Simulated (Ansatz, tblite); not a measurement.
# SiH(vinyl)3 (C6H10Si): charged states by level of theory

An exercise on one series of results from a longer session: the logs are not shown, and one member is left open.

Method: as each input shows; program: Ansatz 0.2.0, Gaussian basis.

Plan: charge +1 doublet, at the geometry of the singlet (PBE0-D4/def2-TZVP, PBE-D4/def2-TZVP, PBE-QIDH/def2-TZVP, CCSD(T)/def2-SVP); charge -1 doublet, at the geometry of the singlet (PBE-D4/def2-TZVPD, PBE-QIDH/def2-TZVPD); the starting singlet's energies come from earlier runs.

3 further runs of the same task are left out: 1 that didn't finish, 2 set aside as unsound or not needed.

### The geometry

The singlet was relaxed beforehand with B3LYP-D4/def2-SVP.

17 atoms, charge 0, spin multiplicity 1.

Atoms are counted from 1 here; the program's logs count them from 0.

Bond lengths: Si1–H2 1.494 Å, Si1–C3 1.877 Å, Si1–C8 1.877 Å, Si1–C13 1.877 Å, C3–C4 1.340 Å, C3–H5 1.100 Å, C4–H6 1.096 Å, C4–H7 1.096 Å, C8–C9 1.340 Å, C8–H10 1.100 Å, C9–H11 1.096 Å, C9–H12 1.096 Å, C13–C14 1.340 Å, C13–H15 1.100 Å, C14–H16 1.096 Å, C14–H17 1.096 Å. Angles: H2–Si1–C3 109.1°, H2–Si1–C8 109.1°, H2–Si1–C13 109.1°, C3–Si1–C8 109.9°, C3–Si1–C13 109.8°, C8–Si1–C13 109.8°, Si1–C3–C4 123.9°, Si1–C3–H5 118.3°, C4–C3–H5 117.7°, C3–C4–H6 121.8°, C3–C4–H7 122.3°, H6–C4–H7 115.9°, Si1–C8–C9 124.0°, Si1–C8–H10 118.3°, C9–C8–H10 117.7°, C8–C9–H11 121.8°, C8–C9–H12 122.3°, H11–C9–H12 115.9° and more.

The first run:

File in.yaml:

```yaml
crystal:
  periodic: [false, false, false]
  atoms:
    - {symbol: Si, position_ang: [0.000465, 0.002108, 0.094443]}
    - {symbol: H, position_ang: [0.019113, 0.006971, 1.587899]}
    - {symbol: C, position_ang: [1.743097, -0.287380, -0.539844]}
    - {symbol: C, position_ang: [2.805556, -0.480815, 0.253645]}
    - {symbol: H, position_ang: [1.907328, -0.300499, -1.627124]}
    - {symbol: H, position_ang: [2.717999, -0.480858, 1.346597]}
    - {symbol: H, position_ang: [3.812903, -0.648679, -0.145336]}
    - {symbol: C, position_ang: [-0.633905, 1.659147, -0.517578]}
    - {symbol: C, position_ang: [-0.984980, 2.670487, 0.288519]}
    - {symbol: H, position_ang: [-0.724916, 1.814453, -1.602462]}
    - {symbol: H, position_ang: [-0.921113, 2.588290, 1.380017]}
    - {symbol: H, position_ang: [-1.352400, 3.628408, -0.098148]}
    - {symbol: C, position_ang: [-1.130821, -1.372281, -0.500597]}
    - {symbol: C, position_ang: [-1.807869, -2.190669, 0.316542]}
    - {symbol: H, position_ang: [-1.248468, -1.518998, -1.584090]}
    - {symbol: H, position_ang: [-1.739512, -2.104092, 1.407426]}
    - {symbol: H, position_ang: [-2.462489, -2.985565, -0.059911]}
basis:
  gaussian: {orbitals: def2-TZVP}
total_charge: 1
magnetization: {spin_polarized: true, initial_magnetization: 1}
hamiltonian: {xc: pbe0, dispersion: d4}
scf: {omitted_lower_state_checks: [starts]}
output: {orbitals: {seedname: orbitals}}
```

On the command line:

```console
> ansatz run in.yaml --threads 4 --pin off --events-out ev --progress --plain --max-ram 4787MiB
```

Steps of the session up to this table: Charge +1 doublet at the fixed geometry, PBE0-D4/def2-TZVP; Charge +1 doublet at the fixed geometry, PBE-D4/def2-TZVP; Charge +1 doublet at the fixed geometry, PBE-QIDH/def2-TZVP; Charge +1 doublet at the fixed geometry, CCSD(T)/def2-SVP.

One table of the session follows, with a row left open; its other results are not shown here.

| method | vertical ionisation energy (eV) |
| --- | --- |
| HF/def2-SVP | ? |
| PBE-D4/def2-TZVP | 8.94 |
| PBE0-D4/def2-TZVP | 9.26 |
| PBE-QIDH/def2-TZVP | 9.83 |
| MP2/def2-SVP | 9.98 |
| CCSD/def2-SVP | 9.71 |
| CCSD(T)/def2-SVP | 9.76 |

Estimate the missing values for HF/def2-SVP.

The run gave: vertical ionisation energy (eV): 8.50. In the column «vertical ionisation energy (eV)» it is the lowest.

To keep in mind: The closed-shell reference under CCSD(T)/def2-SVP is unstable towards broken spin symmetry, which adds to the doubt on it. The yardstick is in a double-zeta basis, so levels in larger sets aren't compared like for like.
